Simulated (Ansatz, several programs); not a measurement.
A 4-atom cell of Mg2NCl (R-3m) from a materials database, relaxed with PBE in Ansatz (plane waves, PAW): it is trigonal, R-3m (No. 166); conventional cell a = 3.319 Å, c = 18.023 Å, 14.33 Å³ an atom. Around Mg lie 3 N at 2.17 Å and 3 Cl at 2.76 Å; around N lie 6 Mg at 2.17 Å; around Cl lie 6 Mg at 2.76 Å. The cell was then scaled with its shape and fractional coordinates held, which makes it stiffer than a relaxed compression. No spin polarisation and no zero-point or thermal motion.

| V (Å³/atom) | E (meV/atom) |
| --- | --- |
| 13.471 | 15.48 |
| 14.331 | 0.00 |
| 14.761 | 3.39 |
| 15.191 | 12.81 |

Problem. Pass a cubic E = c₀ + c₁u + c₂u² + c₃u³, with u = V − 14.439 Å³, through these points.

Solution. c₀ = 0.23, c₁ = +4.119, c₂ = 18.417, c₃ = -2.1853 (meV and Å³).

Problem. Where is the minimum, and what bulk modulus follows?

Solution. dE/du = 0 at u = -0.110, so V₀ = 14.33 Å³. B = V₀ d²E/dV² = 14.33 × (2c₂ + 6c₃u) = 14.33 × 38.272 = 548 meV/Å³, and 1 meV/Å³ is 0.16022 GPa: 88 GPa. A third-order Birch-Murnaghan fit to all five points gives 14.33 Å³ and 87 GPa.

Problem. Predict the energy and the pressure at the withheld volume, 13.901 Å³.

Solution. With u = -0.538: E ≈ 3.68 meV and P = −dE/dV ≈ +2.82 GPa. The run gives 3.64 meV and, from its stress, +2.81 GPa.
